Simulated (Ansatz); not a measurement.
# CH₈Si₂Te: up Jacob's ladder to CCSD(T)

How much do the methods differ for CH₈Si₂Te? The plan is to run it at one geometry with functionals of several rungs and with coupled cluster. The yardstick is the atomisation energy at the CCSD(T) limit.

The runs use Ansatz 0.2.0, Gaussian basis; functionals in def2-TZVPP, the program's frozen cores in correlated methods.

Levels to be run: PBE-D4, r2SCAN-D4, PBE0-D4, B3LYP-D4, ωB97X-V, ωB97M-V, B2PLYP; CCSD(T)/def2-TZVPP; MP2/def2-QZVPP; extrapolation to the limit.

**1. Structure used throughout**

An earlier PBE0-D4 in a triple-zeta def2 set relaxation fixed the geometry. Te takes the def2 core potential; no spin-orbit term is included.

SMILES `[SiH3]C([SiH3])[TeH]`, 12 atoms, charge 0, spin multiplicity 1.

Atoms are counted from 1 here; the program's logs count them from 0.

Bond lengths: Si1–C2 1.875 Å, Si1–H5 1.489 Å, Si1–H6 1.488 Å, Si1–H7 1.485 Å, C2–Si3 1.872 Å, C2–Te4 2.154 Å, C2–H8 1.093 Å, Si3–H9 1.485 Å, Si3–H10 1.490 Å, Si3–H11 1.487 Å, Te4–H12 1.662 Å. Angles: C2–Si1–H5 110.5°, C2–Si1–H6 109.7°, C2–Si1–H7 109.5°, H5–Si1–H6 108.6°, H5–Si1–H7 109.0°, H6–Si1–H7 109.5°, Si1–C2–Si3 112.3°, Si1–C2–Te4 107.6°, Si1–C2–H8 109.8°, Si3–C2–Te4 110.1°, Si3–C2–H8 109.5°, Te4–C2–H8 107.5°, C2–Si3–H9 109.5°, C2–Si3–H10 109.8°, C2–Si3–H11 110.3°, H9–Si3–H10 109.2°, H9–Si3–H11 109.2°, H10–Si3–H11 108.7° and more.

Geometry (Å):

```
atom    x (Å)    y (Å)    z (Å)
 Si1  -0.9227   1.3541  -0.6319
  C2  -0.5328  -0.3244   0.1075
 Si3   1.1297  -0.3521   0.9667
 Te4  -0.5620  -1.7627  -1.4950
  H5  -2.0889   1.2600  -1.5521
  H6  -1.2510   2.3164   0.4546
  H7   0.2538   1.8462  -1.3926
  H8  -1.3150  -0.6072   0.8166
  H9   2.1996  -0.0319  -0.0114
 H10   1.1476   0.6575   2.0621
 H11   1.3860  -1.6952   1.5513
 H12   0.6326  -2.7159  -0.8418
```

**2. PBE-D4 (GGA)**

File in.yaml:

```yaml
crystal:
  periodic: [false, false, false]
  atoms:
    - {symbol: Si, position_ang: [-0.922709, 1.354083, -0.631877]}
    - {symbol: C, position_ang: [-0.532811, -0.324371, 0.107499]}
    - {symbol: Si, position_ang: [1.129699, -0.352064, 0.966655]}
    - {symbol: Te, position_ang: [-0.561962, -1.762698, -1.495019]}
    - {symbol: H, position_ang: [-2.088932, 1.259965, -1.552053]}
    - {symbol: H, position_ang: [-1.250980, 2.316355, 0.454625]}
    - {symbol: H, position_ang: [0.253771, 1.846231, -1.392556]}
    - {symbol: H, position_ang: [-1.314977, -0.607179, 0.816622]}
    - {symbol: H, position_ang: [2.199634, -0.031854, -0.011358]}
    - {symbol: H, position_ang: [1.147649, 0.657461, 2.062079]}
    - {symbol: H, position_ang: [1.386015, -1.695246, 1.551286]}
    - {symbol: H, position_ang: [0.632602, -2.715882, -0.841802]}
basis:
  gaussian: {orbitals: def2-TZVPP}
hamiltonian: {xc: pbe, dispersion: d4}
output: {forces: true, orbitals: {seedname: orbitals}}
```

Launch:

```sh
$ ansatz run in.yaml --threads 4 --pin off --events-out ev --progress --plain --max-ram 10444MiB
```

After this run come: r2SCAN-D4 (meta-GGA); PBE0-D4 (hybrid); B3LYP-D4 (hybrid); ωB97X-V (range-separated); ωB97M-V (range-separated); B2PLYP (double hybrid); CCSD(T) in def2-TZVPP; MP2 in def2-QZVPP.

**Question.** What will the summary of the whole plan be? Wanted: atomisation energy, CCSD(T)/CBS; farthest; mean size of error, hybrid; mean size of error, range-separated; gap, smallest and largest; T1 diagnostic; triples share of the correlation energy.

As calculated:

| quantity | value |
| --- | --- |
| atomisation energy, CCSD(T)/CBS | 37.632 eV |
| functionals within 0.376 eV (1.0 %) | r2SCAN-D4, B3LYP-D4, ωB97X-V, ωB97M-V |
| farthest | B2PLYP (-0.878 eV) |
| mean size of error, hybrid | 0.444 eV |
| mean size of error, range-separated | 0.147 eV |
| gap, smallest and largest | 3.42 eV (PBE-D4), 9.50 eV (ωB97X-V) |
| T1 diagnostic | 0.0113 |
| triples share of the correlation energy | 3.1 % |

In words: PBE-D4 misses by -0.427 eV. Double hybrids carry the basis error of their MP2 part in triple zeta, and no dispersion term here, so their miss is partly the set-up's. The reference freezes the cores and leaves out spin-orbit coupling and excitations past (T), and its outer-core shells are covered unevenly, so misses under about 0.376 eV can't be ranked. All levels share the lack of spin-orbit coupling, which lowers the free heavy atoms and so the true binding. Hartree-Fock recovers 74 % of the binding; the rest is correlation. The gap grows from 3.4 to 9.5 eV across the functionals, mostly with the share of exact exchange. Correlated methods include outer-core shells of Te, which these sets cover unevenly.
